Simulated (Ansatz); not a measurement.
# CO2 (CO2-III): the cost of one run

Computed with Ansatz 0.2.0 (DFT PBEsol, scalar-relativistic, plane waves, PAW, unless a step's input says otherwise).

### 1 The system as given

The structure is orthorhombic, space group Cmce (No. 64). The conventional cell has a = 4.330 Å, b = 4.660 Å, c = 5.960 Å, α = 90.00°, β = 90.00°, γ = 90.00°. Around C (site symmetry 2/m) lie 2 O at 1.21 Å. Around O (site symmetry m) lie 1 C at 1.21 Å.

Structure file:

```xyz
6
Lattice="2.1650 -2.3300 0.0000 2.1650 2.3300 0.0000 0.0000 0.0000 5.9600" Properties=species:S:1:pos:R:3 pbc="T T T"
C     0.0000    0.0000    0.0000
C     2.1650    0.0000    2.9800
O     2.1650   -1.3281    0.6854
O     2.1650    1.3281    5.2746
O     2.1650   -1.0019    3.6654
O     2.1650    1.0019    2.2946
```

### 2 Cell and atoms relaxed at 10 GPa

input.yaml reads:

```yaml
crystal:
  lattice:
    - [2.165, -2.33, 0.0]
    - [2.165, 2.33, 0.0]
    - [0.0, 0.0, 5.96]
  atoms:
    - { symbol: C, position: [0.0, 0.0, 0.0] }
    - { symbol: C, position: [0.5, 0.5, 0.5] }
    - { symbol: O, position: [0.785, 0.215, 0.115] }
    - { symbol: O, position: [0.215, 0.785, 0.885] }
    - { symbol: O, position: [0.715, 0.285, 0.615] }
    - { symbol: O, position: [0.285, 0.715, 0.385] }
scf:
  occupations: { method: fixed }
output:
  forces: true
  stress: true
  eigenvalues: true
  write_density: true
  write_potential: true
  elf: true
  volumetric_format: npy
hamiltonian:
  xc: pbesol
basis:
  ecutwfc: 600
kpoints:
  mp_grid: { grid: [6, 6, 5] }
relax:
  f_tol: 0.003
  max_steps: 60
  cell: { stress_tol: 0.03, p_target: 10 }
```

The run is started by

```console
$ ansatz run input.yaml --threads 4 --pin off --max-ram 10240MiB --backend cpu --events-out ev --progress --plain --runs-dir out
```

Q: Estimate wall time and peak memory on 4 threads of Intel Xeon at 2.70GHz, shared host.

About 19 s, with a peak of 0.46 GiB.
